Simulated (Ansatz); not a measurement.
**Ge2H6 (digermane), step by step**

Aim: a series of 26 runs (HF/STO-3G, UHF/STO-3G, HF/3-21G, UHF/3-21G, HF/6-31G*, UHF/6-31G*, B3LYP/6-31G*, UB3LYP/6-31G*, and more) of Ge2H6. 

The calculation is run with Ansatz 0.2.0.

**1. The system as given**

Ge2H6 has 8 atoms, charge 0, and is taken as a singlet. As SMILES, `[GeH3][GeH3]`. Geometry: relaxed at PBE0-D4/def2-TZVP. The run starts from this shape.

Bond lengths: Ge1–Ge2 2.420 Å, Ge1–H3 1.537 Å, Ge1–H4 1.537 Å, Ge1–H5 1.537 Å, Ge2–H6 1.537 Å, Ge2–H7 1.537 Å, Ge2–H8 1.537 Å. Some angles: Ge1–Ge2–H6 110.3°, Ge1–Ge2–H7 110.3°, Ge1–Ge2–H8 110.3°, Ge2–Ge1–H3 110.3°, Ge2–Ge1–H4 110.3°, Ge2–Ge1–H5 110.3°, H6–Ge2–H7 108.6°, H6–Ge2–H8 108.6°, H7–Ge2–H8 108.6°, H3–Ge1–H4 108.6°.

**2. A structure relaxation at HF/STO-3G (paw set gaussian, start density atoms) (run 1)**

Input file run.yaml:

```yaml
crystal:
  periodic: [false, false, false]
  atoms:
    - {symbol: Ge, position_ang: [-0.569150, 0.281910, -1.029950]}
    - {symbol: Ge, position_ang: [0.569150, -0.281910, 1.029950]}
    - {symbol: H, position_ang: [-0.360530, -0.825230, -2.075830]}
    - {symbol: H, position_ang: [-2.077470, 0.442320, -0.780090]}
    - {symbol: H, position_ang: [-0.023210, 1.601970, -1.597890]}
    - {symbol: H, position_ang: [0.367430, 0.829100, 2.073090]}
    - {symbol: H, position_ang: [2.076310, -0.450460, 0.778490]}
    - {symbol: H, position_ang: [0.017470, -1.597700, 1.602230]}
basis:
  gaussian:
    orbitals: STO-3G
hamiltonian:
  xc: hf
relax:
  f_tol: 0.002
output: {orbitals: {seedname: orbitals}}
```

On the command line:

```bash
$ ansatz run run.yaml --threads 1 --pin off --max-ram 3480MiB --events-out events.jsonl --progress --plain --runs-dir runs
```

What it wrote:

```text
Warning: RAYON_NUM_THREADS=1 ignored (pool sized by the plan → 1); use --threads N
The last accepted step is kept in runs//last_step.txt (removed where the run ends without a failure and the disk answers)
[... 49 lines left out ...]
Total energy: -111758.83656616 eV, -4107.0614909462 hartree
[... 8 lines left out ...]
Dipole moment:    -0.000000     0.000000     0.000000 e Å
```

Run time: 4.8 s. Hardware: 1 thread of Arm Neoverse V1, shared host; peak memory 0.094 GiB.

The path in brief:

| step | energy from the first frame kept (eV) | largest force (eV/Å) |
| --- | --- | --- |
| 1 | 0.0000 | 2.0872 |
| 2 | -0.7255 | 0.8383 |
| 3 | -0.7433 | 0.0588 |
| 4 | -0.7459 | 0.0450 |
| 5 | -0.7461 | 0.0034 |
| 6 | -0.7461 | 0.0001 |

After the run. Bond lengths: Ge1–Ge2 2.358 Å, Ge1–H3 1.429 Å, Ge1–H4 1.429 Å, Ge1–H5 1.429 Å, Ge2–H6 1.429 Å, Ge2–H7 1.429 Å, Ge2–H8 1.429 Å. Some angles: Ge1–Ge2–H6 110.4°, Ge1–Ge2–H7 110.4°, Ge1–Ge2–H8 110.4°, Ge2–Ge1–H3 110.4°, Ge2–Ge1–H4 110.4°, Ge2–Ge1–H5 110.4°, H6–Ge2–H7 108.5°, H6–Ge2–H8 108.5°, H7–Ge2–H8 108.5°, H3–Ge1–H4 108.5°.

**3. Vibrational wavenumbers at HF/STO-3G (paw set gaussian, start density atoms) (run 2)**

Input file input.yaml:

```yaml
basis:
  gaussian:
    orbitals: STO-3G
crystal:
  periodic: [false, false, false]
  atoms:
    - {symbol: Ge, position_ang: [-0.554679, 0.274733, -1.003727]}
    - {symbol: Ge, position_ang: [0.554679, -0.274733, 1.003727]}
    - {symbol: H, position_ang: [-0.362918, -0.753538, -1.977001]}
    - {symbol: H, position_ang: [-1.956727, 0.425328, -0.773603]}
    - {symbol: H, position_ang: [-0.048038, 1.500937, -1.533926]}
    - {symbol: H, position_ang: [0.367623, 0.756177, 1.975123]}
    - {symbol: H, position_ang: [1.955941, -0.430881, 0.772518]}
    - {symbol: H, position_ang: [0.044119, -1.498024, 1.536889]}
hamiltonian:
  xc: hf
phonons:
  temperatures:
    t_min: 298.15
    t_max: 298.15
    t_step: 1
```

On the command line:

```bash
$ ansatz run input.yaml --threads 1 --pin off --max-ram 3480MiB --events-out events.jsonl --progress --plain --runs-dir runs
```

What it wrote:

```text
Warning: RAYON_NUM_THREADS=1 ignored (pool sized by the plan → 1); use --threads N
[... 138 lines left out ...]
Total energy: -111758.83656665 eV, -4107.0614909644 hartree
[... 8 lines left out ...]
Dipole moment:     0.000000     0.000000     0.000000 e Å
Vibrations: 86.92 316.69 524.09 524.10 724.46 724.46 1016.39 1084.56 1153.24 1153.24 1155.96 1155.96 2411.73 2411.74 2412.05 2412.05 2471.77 2477.05 cm⁻¹, zero-point energy 1.501231 eV
```

It took 15 s on 1 thread of Arm Neoverse V1, shared host; peak memory 0.094 GiB.

Run 3 isn't shown in full; the table further down has it.

**4. The doublet cation: a geometry optimisation at UHF/STO-3G (paw set gaussian, start density atoms) (run 4)**

Input file in.yaml:

```yaml
crystal:
  periodic: [false, false, false]
  atoms:
    - {symbol: Ge, position_ang: [-0.554679, 0.274733, -1.003727]}
    - {symbol: Ge, position_ang: [0.554679, -0.274733, 1.003727]}
    - {symbol: H, position_ang: [-0.362918, -0.753538, -1.977001]}
    - {symbol: H, position_ang: [-1.956727, 0.425328, -0.773603]}
    - {symbol: H, position_ang: [-0.048038, 1.500937, -1.533926]}
    - {symbol: H, position_ang: [0.367623, 0.756177, 1.975123]}
    - {symbol: H, position_ang: [1.955941, -0.430881, 0.772518]}
    - {symbol: H, position_ang: [0.044119, -1.498024, 1.536889]}
basis:
  gaussian:
    orbitals: STO-3G
total_charge: 1
magnetization:
  spin_polarized: true
  initial_magnetization: 1
hamiltonian:
  xc: hf
relax: {}
```

On the command line:

```bash
$ ansatz run in.yaml --threads 1 --pin off --max-ram 3480MiB --events-out events.jsonl --progress --plain --runs-dir runs
```

What it wrote (excerpt; [...] marks lines left out):

```text
Warning: RAYON_NUM_THREADS=1 ignored (pool sized by the plan → 1); use --threads N
[... 1 set-up line as earlier in the session ...]
[... 49 lines left out ...]
Total energy: -111751.40433943 eV, -4106.7883616516 hartree
[... 8 lines left out ...]
Dipole moment:    -0.000000    -0.000000    -0.000000 e Å
```

It took 6 s on 1 thread of Arm Neoverse V1, shared host; peak memory 0.11 GiB.

Steps, from the record of the run:

| step | energy from the first frame kept (eV) | largest force (eV/Å) |
| --- | --- | --- |
| 1 | 0.0000 | 4.7897 |
| 2 | -1.1533 | 0.8436 |
| 3 | -1.2561 | 0.1056 |
| 4 | -1.2589 | 0.0985 |
| 5 | -1.2608 | 0.0529 |
| 6 | -1.2609 | 0.0013 |

After the run. Bond lengths: Ge1–Ge2 2.673 Å, Ge1–H3 1.433 Å, Ge1–H4 1.433 Å, Ge1–H5 1.433 Å, Ge2–H6 1.433 Å, Ge2–H7 1.433 Å, Ge2–H8 1.433 Å. Some angles: Ge1–Ge2–H6 98.2°, Ge1–Ge2–H7 98.2°, Ge1–Ge2–H8 98.2°, Ge2–Ge1–H3 98.2°, Ge2–Ge1–H4 98.2°, Ge2–Ge1–H5 98.2°, H6–Ge2–H7 118.0°, H6–Ge2–H8 118.0°, H7–Ge2–H8 118.0°, H3–Ge1–H4 118.0°.

Runs 5 to 25 aren't shown in full; the table further down has their settings and results.

**5. Vibrational wavenumbers at CCSD/cc-pVDZ (paw set gaussian, start density atoms) (run 26)**

Input file in.yaml:

```yaml
crystal:
  periodic: [false, false, false]
  atoms:
    - {symbol: Ge, position_ang: [-0.573836, 0.284227, -1.038415]}
    - {symbol: Ge, position_ang: [0.573835, -0.284226, 1.038416]}
    - {symbol: H, position_ang: [-0.366016, -0.823311, -2.086215]}
    - {symbol: H, position_ang: [-2.083775, 0.445325, -0.789725]}
    - {symbol: H, position_ang: [-0.028163, 1.605340, -1.608167]}
    - {symbol: H, position_ang: [0.372554, 0.826976, 2.083609]}
    - {symbol: H, position_ang: [2.082681, -0.453038, 0.788214]}
    - {symbol: H, position_ang: [0.022719, -1.601292, 1.612283]}
basis:
  gaussian: {orbitals: cc-pVDZ}
total_charge: 0
correlation: {method: ccsd}
accuracy: high
scf: {omitted_lower_state_checks: [cluster_reference]}
phonons: {temperatures: {t_min: 298.15, t_max: 298.15, t_step: 1}}
```

On the command line:

```bash
$ ansatz run in.yaml --threads 1 --pin off --max-ram 3480MiB --events-out events.jsonl --progress --plain --runs-dir runs
```

What it wrote:

```text
Warning: RAYON_NUM_THREADS=1 ignored (pool sized by the plan → 1); use --threads N
[... 62 lines left out ...]
18 core orbitals not correlated: weight in the atoms' cores, before any rotation towards them, 1.000 or more for the frozen orbitals, at most 0.000 for the correlated occupied ones
[... 292 lines left out ...]
18 core orbitals not correlated: weight in the atoms' cores, before any rotation towards them, 1.000 or more for the frozen orbitals, at most 0.000 for the correlated occupied ones
[... 272 lines left out ...]
Dipole moment:    -0.000001     0.000000     0.000000 e Å
[... 1 line left out ...]
Checks for a lower state left out: cluster_reference
```

Run time: 18 min. Hardware: 1 thread of Arm Neoverse V1, shared host; peak memory 0.58 GiB.

**6. Overview of the runs**

| run | level | task | walk f tol | partner | energy (Eh) | dipole moment (D) | wall time |
| --- | --- | --- | --- | --- | --- | --- | --- |
| 1 | HF/STO-3G (paw set gaussian, start density atoms) | optimise | 0.002 | base | -4107.061491 | 0.00 | 4.8 s |
| 2 | HF/STO-3G (paw set gaussian, start density atoms) | frequencies | – | base | -4107.061491 | 0.00 | 15 s |
| 3 | UHF/STO-3G (paw set gaussian, start density atoms) | energy | – | cation | -4106.742015 | – | 0.48 s |
| 4 | UHF/STO-3G (paw set gaussian, start density atoms) | optimise | – | cation | -4106.788362 | – | 6 s |
| 5 | HF/3-21G (paw set gaussian, start density atoms) | optimise | 0.002 | base | -4134.151992 | 0.00 | 3.9 s |
| 6 | HF/3-21G (paw set gaussian, start density atoms) | frequencies | – | base | -4134.151992 | 0.00 | 25 s |
| 7 | UHF/3-21G (paw set gaussian, start density atoms) | energy | – | cation | -4133.795606 | – | 0.76 s |
| 8 | UHF/3-21G (paw set gaussian, start density atoms) | optimise | – | cation | -4133.842205 | – | 6.6 s |
| 9 | HF/6-31G* (Cartesian functions, paw set gaussian, start density atoms) | optimise | 0.002 | base | -4153.629716 | 0.00 | 12 s |
| 10 | HF/6-31G* (Cartesian functions, paw set gaussian, start density atoms) | frequencies | – | base | -4153.629716 | 0.00 | 50 s |
| 11 | UHF/6-31G* (Cartesian functions, paw set gaussian, start density atoms) | energy | – | cation | -4153.278787 | – | 2.4 s |
| 12 | UHF/6-31G* (Cartesian functions, paw set gaussian, start density atoms) | optimise | – | cation | -4153.323134 | – | 24 s |
| 13 | B3LYP/6-31G* (Cartesian functions, paw set gaussian, start density atoms) | optimise | 0.002 | base | -4157.134223 | 0.00 | 19 s |
| 14 | B3LYP/6-31G* (Cartesian functions, paw set gaussian, start density atoms) | frequencies | – | base | -4157.134223 | 0.00 | 73 s |
| 15 | UB3LYP/6-31G* (Cartesian functions, paw set gaussian, start density atoms) | energy | – | cation | -4156.758428 | – | 6.6 s |
| 16 | UB3LYP/6-31G* (Cartesian functions, paw set gaussian, start density atoms) | optimise | – | cation | -4156.794268 | – | 36 s |
| 17 | PBE/def2-SVP (paw set gaussian, start density atoms) | optimise | 0.002 | base | -4156.426847 | 0.00 | 13 s |
| 18 | PBE/def2-SVP (paw set gaussian, start density atoms) | frequencies | – | base | -4156.426847 | 0.00 | 74 s |
| 19 | MP2/6-31G* (Cartesian functions, paw set gaussian, start density atoms) | optimise | 0.002 | base | -4154.140646 | 0.00 | 16 s |
| 20 | MP2/6-31G* (Cartesian functions, paw set gaussian, start density atoms) | frequencies | – | base | -4154.140646 | 0.00 | 95 s |
| 21 | UMP2/6-31G* (Cartesian functions, paw set gaussian, start density atoms) | energy | – | cation | -4153.771267 | – | 2.5 s |
| 22 | UMP2/6-31G* (Cartesian functions, paw set gaussian, start density atoms) | optimise | – | cation | -4153.810694 | – | 44 s |
| 23 | PBE-D3(BJ)/def2-TZVP (paw set gaussian, start density atoms) | optimise | 0.002 | base | -4156.959311 | 0.00 | 16 s |
| 24 | PBE-D3(BJ)/def2-TZVP (paw set gaussian, start density atoms) | frequencies | – | base | -4156.959311 | 0.00 | 1.8 min |
| 25 | CCSD/cc-pVDZ (paw set gaussian, start density atoms) | optimise | 0.002 | base | -4154.446525 | 0.00 | 2.9 min |
| 26 | CCSD/cc-pVDZ (paw set gaussian, start density atoms) | frequencies | – | base | -4154.446525 | 0.00 | 18 min |

**7. Results**

```
                                                                           quantity           value
                                                 run 26, CCSD/cc-pVDZ: total energy  -4154.44652 Eh
                           run 26, CCSD/cc-pVDZ: dipole moment (correlated density)          0.00 D
                 run 26, CCSD/cc-pVDZ: correlation energy (18 core orbitals frozen)      -296.2 mEh
                                                run 26, CCSD/cc-pVDZ: T1 diagnostic           0.008
                                     run 26, CCSD/cc-pVDZ: largest force on an atom      0.000 eV/Å
                                   run 26, CCSD/cc-pVDZ: lowest harmonic wavenumber        110 cm⁻¹
                                  run 26, CCSD/cc-pVDZ: highest harmonic wavenumber       2161 cm⁻¹
                                            run 26, CCSD/cc-pVDZ: zero-point energy    122.3 kJ/mol
                       vertical ionisation energy (to the doublet cation), HF/3-21G        9.698 eV
                      vertical ionisation energy (to the doublet cation), HF/6-31G*        9.549 eV
                   vertical ionisation energy (to the doublet cation), B3LYP/6-31G*       10.226 eV
                     vertical ionisation energy (to the doublet cation), MP2/6-31G*       10.051 eV
 adiabatic ionisation energy (to the doublet cation, no zero-point term), HF/STO-3G        7.432 eV
  adiabatic ionisation energy (to the doublet cation, no zero-point term), HF/3-21G        8.430 eV
 adiabatic ionisation energy (to the doublet cation, no zero-point term), HF/6-31G*        8.343 eV
adiabatic ionisation energy (to the doublet cation, no zero-point term), MP2/6-31G*        8.978 eV
```

At HF/3-21G: the vertical ionisation energy comes to 9.70 eV (224 kcal/mol). At HF/6-31G*: the vertical ionisation energy comes to 9.55 eV (220 kcal/mol). At B3LYP/6-31G*: removing an electron at fixed nuclei costs 10.23 eV (236 kcal/mol). At MP2/6-31G*: removing an electron at fixed nuclei costs 10.05 eV (970 kJ/mol). At HF/STO-3G: the adiabatic ionisation energy (to the doublet cation, no zero-point term) is 7.43 eV (171 kcal/mol). In a minimal basis such a difference can be off by several eV, whatever the method. Totals of different functionals can't be ranked against each other. In runs 1, 2, 3, 4 the basis is minimal, so the values are rough. All runs together took 32 min, the longest 18 min.
